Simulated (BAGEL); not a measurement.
# C2H3FGe (SMILES C#[C][GeH2][F]): B3LYP/6-31G(d) (density fitting with qzvpp-jkfit, spherical functions)

Aim: the energy change on altering one bond length of C2H3FGe at B3LYP/6-31G* (density fitting with qzvpp-jkfit, spherical functions), from 2 runs. 

The results are computed with BAGEL 1.2.2.

2 further runs of the same task are left out: 2 set aside as unsound or not needed. Runs told in other sessions of the task aren't counted.

## Step 1: The structure to begin with

C2H3FGe has 7 atoms, charge 0, and is taken as a singlet. As SMILES, `C#[C][GeH2][F]`. The shape is that of a PBE0-D4/def2-TZVP optimisation.

Bond lengths: C1–C2 1.205 Å, C2–Ge3 1.891 Å, Ge3–F4 1.737 Å, C1–H5 1.066 Å, Ge3–H6 1.530 Å, Ge3–H7 1.530 Å. Angles: C1–C2–Ge3 178.5°, C2–Ge3–F4 106.8°, C2–C1–H5 179.5°, C2–Ge3–H6 111.0°, C2–Ge3–H7 111.0°, F4–Ge3–H6 106.5°, F4–Ge3–H7 106.5°, H6–Ge3–H7 114.4°.

## Step 2: A single-point energy at B3LYP/6-31G(d) (density fitting with qzvpp-jkfit, spherical functions)

Contents of dft.json:

```json
{ "bagel" : [

{
  "title" : "molecule",
  "basis" : "6-31gs.json",
  "df_basis" : "qzvpp-jkfit",
  "angstrom" : true,
  "geometry" : [
    { "atom" : "C", "xyz" : [    1.589600,   -1.011400,    0.749400 ] },
    { "atom" : "C", "xyz" : [    0.653200,   -0.399300,    0.302800 ] },
    { "atom" : "Ge", "xyz" : [   -0.795200,    0.603200,   -0.384600 ] },
    { "atom" : "F", "xyz" : [   -1.928600,   -0.538300,   -1.040400 ] },
    { "atom" : "H", "xyz" : [    2.414700,   -1.560800,    1.142300 ] },
    { "atom" : "H", "xyz" : [   -1.525800,    1.349500,    0.733200 ] },
    { "atom" : "H", "xyz" : [   -0.346600,    1.489200,   -1.548300 ] }
  ]
},
{
  "title" : "ks",
  "xc_func" : "b3lyp"
},
{
  "title" : "print",
  "file" : "orbitals.molden",
  "orbitals" : true
}

]}
```

The basis set 6-31G* is read from a file made from the Basis Set Exchange's data (not shown).

Started as:

```bash
$ BAGEL_NUM_THREADS=1 BAGEL dft.json > dft.out
```

Standard output:

```text
* using 1 threads per process

  ===============================================================
  ===============================================================

  *** Geometry ***

  { "atom" : "C", "xyz" : [      3.003909,     -1.911269,      1.416161 ] },
  { "atom" : "C", "xyz" : [      1.234369,     -0.754568,      0.572209 ] },
  { "atom" : "Ge", "xyz" : [     -1.502710,      1.139883,     -0.726789 ] },
  { "atom" : "F", "xyz" : [     -3.644526,     -1.017240,     -1.966071 ] },
  { "atom" : "H", "xyz" : [      4.563122,     -2.949485,      2.158634 ] },
  { "atom" : "H", "xyz" : [     -2.883344,      2.550185,      1.385547 ] },
  { "atom" : "H", "xyz" : [     -0.654979,      2.814180,     -2.925863 ] },

  Number of auxiliary basis functions:      547

  Since a DF basis is specified, we compute 2- and 3-index integrals:
    o Being stored without compression. Storage requirement is 0.028 GB

  Number of basis functions:       80
  Number of electrons      :       56

    * METHOD: MOLECULE                             0.28

  *** Kohn-Sham DFT ***

    * Removing 10756 points whose weight is below 1.00e-10
    * Grid points: 93586

  === Nuclear Repulsion ===
   246.5685013891

       - DIIS with orbital gradients will be used.

  === KS iteration (b3lyp / 6-31gs.json) ===
      0      -2157.16232922          0.10450800           0.33
      1      -1845.41371526          0.24114964           0.31
      2      -2088.19369494          0.12193623           0.31
      3      -2103.64616278          0.22212856           0.31
      4      -2159.39322044          0.21363752           0.31
      5      -2124.93538875          0.22333296           0.31
      6      -2125.94417430          0.22814550           0.31
      7      -2085.30458858          0.25821766           0.32
      8      -2135.42117592          0.15477853           0.32
      9      -2235.30256014          0.15653301           0.32
     10      -2175.06666245          0.19092839           0.31
     11      -2210.00893782          0.34000002           0.31
     12      -2176.34916680          0.31340560           0.32
     13      -2211.61459559          0.32408367           0.32
     14      -2214.47526272          0.16668663           0.31
     15      -2219.71180475          0.16073073           0.31
     16      -2250.57895823          0.09525232           0.32
     17      -2254.27515650          0.02458696           0.33
     18      -2254.00743911          0.03641145           0.32
     19      -2254.54996023          0.00673502           0.33
     20      -2254.56421115          0.00308779           0.32
     21      -2254.56820098          0.00122602           0.32
     22      -2254.56886146          0.00006764           0.31
     23      -2254.56886323          0.00004206           0.31
     24      -2254.56886372          0.00002449           0.31
     25      -2254.56886388          0.00000903           0.30
     26      -2254.56886390          0.00000549           0.30
     27      -2254.56886391          0.00000129           0.30
     28      -2254.56886391          0.00000046           0.30
     29      -2254.56886391          0.00000007           0.31
     30      -2254.56886391          0.00000002           0.30
     31      -2254.56886391          0.00000001           0.30
     32      -2254.56886391          0.00000001           0.30
    * SCF iteration converged.

    * Permanent dipole moment:
           (   -0.658632,    -0.443076,    -0.367632) a.u.

    * METHOD: KS                                  10.70

    * METHOD: PRINT                                0.01

  ===============================================================
```

It took 11 s on 1 thread of Arm Neoverse V2, shared host; peak memory 0.4 GiB.

## Step 3: The distorted shape

Contents of calc.json:

```json
{ "bagel" : [

{
  "title" : "molecule",
  "basis" : "6-31gs.json",
  "df_basis" : "qzvpp-jkfit",
  "angstrom" : true,
  "geometry" : [
    { "atom" : "C", "xyz" : [       0.599453,      -0.352102,       0.277907 ] },
    { "atom" : "C", "xyz" : [      -0.336947,       0.259998,      -0.168693 ] },
    { "atom" : "Ge", "xyz" : [      -1.785347,       1.262498,      -0.856093 ] },
    { "atom" : "F", "xyz" : [      -2.918747,       0.120998,      -1.511893 ] },
    { "atom" : "H", "xyz" : [       2.414700,      -1.560800,       1.142300 ] },
    { "atom" : "H", "xyz" : [      -2.515947,       2.008798,       0.261707 ] },
    { "atom" : "H", "xyz" : [      -1.336747,       2.148498,      -2.019793 ] }
  ]
},

{
  "title" : "ks",
  "xc_func" : "b3lyp"
},

{
  "title" : "print",
  "file" : "orbitals.molden",
  "orbitals" : true
}

]}
```

The basis set 6-31G* is read from a file made from the Basis Set Exchange's data (not shown).

Started as:

```bash
$ BAGEL_NUM_THREADS=1 BAGEL calc.json > calc.out
```

Standard output:

```text
* using 1 threads per process

  ===============================================================
  ===============================================================

  *** Geometry ***

  { "atom" : "C", "xyz" : [      1.132802,     -0.665376,      0.525168 ] },
  { "atom" : "C", "xyz" : [     -0.636738,      0.491325,     -0.318784 ] },
  { "atom" : "Ge", "xyz" : [     -3.373817,      2.385775,     -1.617781 ] },
  { "atom" : "F", "xyz" : [     -5.515632,      0.228653,     -2.857064 ] },
  { "atom" : "H", "xyz" : [      4.563122,     -2.949485,      2.158634 ] },
  { "atom" : "H", "xyz" : [     -4.754451,      3.796078,      0.494555 ] },
  { "atom" : "H", "xyz" : [     -2.526086,      4.060073,     -3.816856 ] },

  Number of auxiliary basis functions:      547

  Since a DF basis is specified, we compute 2- and 3-index integrals:
    o Being stored without compression. Storage requirement is 0.028 GB

  Number of basis functions:       80
  Number of electrons      :       56

    * METHOD: MOLECULE                             0.28

  *** Kohn-Sham DFT ***

    * Removing 9891 points whose weight is below 1.00e-10
    * Grid points: 94451

  === Nuclear Repulsion ===
   243.2508099253

       - DIIS with orbital gradients will be used.

  === KS iteration (b3lyp / 6-31gs.json) ===
      0      -2158.47234102          0.10440158           0.33
      1      -1870.39661505          0.24567340           0.33
      2      -2082.36288268          0.14799451           0.33
      3      -2239.83029719          0.10335526           0.32
      4      -2180.43701859          0.18085914           0.33
      5      -2246.93020703          0.16857407           0.33
      6      -2227.21877165          0.31759424           0.32
      7      -2193.34804119          0.32531045           0.31
      8      -2225.75054032          0.14440655           0.31
      9      -2242.17491972          0.11576160           0.31
     10      -2252.71446890          0.06810651           0.31
     11      -2250.98945697          0.06957234           0.32
     12      -2254.22433911          0.01038857           0.31
     13      -2254.10102784          0.01662019           0.31
     14      -2254.35698882          0.00147625           0.32
     15      -2254.35818670          0.00063442           0.31
     16      -2254.35838044          0.00026591           0.32
     17      -2254.35836295          0.00026678           0.31
     18      -2254.35840142          0.00011777           0.33
     19      -2254.35839335          0.00017113           0.33
     20      -2254.35841023          0.00001214           0.32
     21      -2254.35841034          0.00000233           0.33
     22      -2254.35841034          0.00000192           0.33
     23      -2254.35841034          0.00000072           0.33
     24      -2254.35841034          0.00000045           0.32
     25      -2254.35841034          0.00000036           0.32
     26      -2254.35841034          0.00000009           0.32
     27      -2254.35841034          0.00000006           0.33
     28      -2254.35841034          0.00000002           0.32
     29      -2254.35841034          0.00000001           0.31
    * SCF iteration converged.

    * Permanent dipole moment:
           (   -0.866447,    -0.299782,    -0.466291) a.u.

    * METHOD: KS                                   9.99

    * METHOD: PRINT                                0.01

  ===============================================================
```

It took 11 s on 1 thread of Arm Neoverse V2, shared host; peak memory 0.4 GiB.

## Step 4: Outcome

At B3LYP/6-31G* (density fitting with qzvpp-jkfit, spherical functions):

```
                                                         quantity           value
                                        first shape: total energy  -2254.56886 Eh
                                       first shape: dipole moment          2.22 D
                                         first shape: HOMO energy        -7.96 eV
                                         first shape: LUMO energy        -0.69 eV
                                       first shape: HOMO–LUMO gap         7.27 eV
                                    distorted shape: total energy  -2254.35841 Eh
                                   distorted shape: dipole moment          2.61 D
                                     distorted shape: HOMO energy        -7.87 eV
                                     distorted shape: LUMO energy        -5.38 eV
                                   distorted shape: HOMO–LUMO gap         2.49 eV
energy change with the C1–H5 bond stretched from 1.066 to 2.346 Å        5.727 eV
```

What this shows: One bond (distorted shape) is far stretched, which a spin-restricted single reference describes badly; a broken-symmetry solution may lie lower. With the C1–H5 bond stretched from 1.066 to 2.346 Å the energy rises by 5.73 eV (132 kcal/mol). The first shape isn't relaxed at this level, so the change isn't measured from a minimum. A restricted reference can't describe the breaking bond well at this length.
